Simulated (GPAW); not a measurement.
The system is Sn3Se.

```xyz
4
Lattice="4.7419 0.0000 0.0000 0.0000 4.7419 0.0000 0.0000 0.0000 4.7419" Properties=species:S:1:pos:R:3 pbc="T T T"
Sn    2.3709    2.3709    0.0000
Sn    2.3709    0.0000    2.3709
Sn    0.0000    2.3709    2.3709
Se    0.0000    0.0000    0.0000
```

The cell comes from a database or a generator and needn't be the stable form of this composition.

- Program: GPAW 26.7.0
- Task: relaxation of cell and atoms
- Functional: PBEsol
- Dispersion: D3
- Potentials or basis: PAW data sets generated in the run's folder for this functional
- Cutoff: 600 eV
- Basis: pw
- k mesh: 6 × 6 × 6
- Occupations: fermi-dirac, width 0.05 eV
- Spin: no spin polarisation

At the start: pressure -3.7 GPa; volume 26.66 Å³/atom.

Question: Where does the relaxation end?

Answer: Over 4 steps the energy falls by 23.9 meV/atom and the volume is 24.67 Å³/atom (-7.4 %); space group Pm-3m (No. 221, to 0.05 Å).

Step by step:
| step | energy change (eV) | largest force (eV/Å) | pressure (GPa) | volume (Å³) |
| --- | --- | --- | --- | --- |
| 1 | 0.0000 | 0.0000 | -3.68 | 106.62 |
| 2 | -0.0154 | 0.0000 | -3.41 | 105.93 |
| 3 | -0.0950 | 0.0000 | 0.31 | 98.09 |
| 4 | -0.0956 | 0.0000 | -0.02 | 98.69 |

Final structure:
```xyz
4
Lattice="4.6212 0.0000 0.0000 0.0000 4.6212 0.0000 0.0000 0.0000 4.6212" Properties=species:S:1:pos:R:3 pbc="T T T"
Sn    2.3106    2.3106    0.0000
Sn    2.3106    0.0000    2.3106
Sn    0.0000    2.3106    2.3106
Se    0.0000    0.0000    0.0000
```

Caveat: later steps reuse the first step's grids; pairwise dispersion overbinds metals, which lowers pressure and volume.
